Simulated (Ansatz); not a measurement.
# AgGePt: the cost of one run

Program: Ansatz 0.2.0. Level of theory: reference: DFT PBE, plane waves, PAW, scalar-relativistic, no spin polarisation. These are calculated values, not measurements.

1 further run of the same task is left out (it didn't finish).

### 1 Starting point

Symmetry: P6_3/mmc, No. 194, hexagonal system. The conventional cell has a = 4.078 Å, b = 4.078 Å, c = 7.507 Å, α = 90.00°, β = 90.00°, γ = 120.00°. Ag (site symmetry -6m2) has 3 Ge at 2.35 Å as nearest neighbours. Ge (site symmetry -6m2) has 3 Ag at 2.35 Å as nearest neighbours. Pt (site symmetry -3m) has 6 Ag at 3.01 Å and 6 Ge at 3.01 Å as nearest neighbours.

Coordinates:

```xyz
6
Lattice="2.0391 3.5319 0.0000 -2.0391 3.5319 0.0000 0.0000 0.0000 7.5071" Properties=species:S:1:pos:R:3 pbc="T T T"
Ag   -0.0002    2.3547    1.8768
Ag   -0.0002    4.7090    5.6303
Ge   -0.0002    2.3547    5.6303
Ge   -0.0002    4.7090    1.8768
Pt    0.0000    0.0000    0.0000
Pt    0.0000    0.0000    3.7536
```

### 2 Reference

File input.yaml:

```yaml
crystal:
  lattice:
    - [2.039122, 3.531862, 0.0]
    - [-2.039122, 3.531862, 0.0]
    - [0.0, 0.0, 7.507118]
  atoms:
    - { symbol: Ag, position: [0.3333, 0.3334, 0.25] }
    - { symbol: Ag, position: [0.6666, 0.6667, 0.75] }
    - { symbol: Ge, position: [0.3333, 0.3334, 0.75] }
    - { symbol: Ge, position: [0.6666, 0.6667, 0.25] }
    - { symbol: Pt, position: [0.0, 0.0, 0.0] }
    - { symbol: Pt, position: [0.0, 0.0, 0.5] }
  symmetry: { tolerance: 0.0003 }
kpoints:
  mp_grid: { grid: [5, 5, 3], shift: [0, 0, 0] }
magnetization:
  spin_polarized: false
scf:
  occupations: { method: fermi_dirac }
hamiltonian:
  pseudopotentials: { kind: paw }
  xc: pbe
basis:
  ecutwfc: 420
output:
  forces: true
  stress: true
  eigenvalues: true
```

Command:

```bash
> ansatz run input.yaml --threads 1 --pin off --max-ram 2560MiB --backend cpu --events-out ev --progress --plain --runs-dir out
```

What time and memory should one allow on 1 thread of AMD EPYC 9R45 (Zen 5), shared host?

About 1.5 s, with a peak of 0.46 GiB.
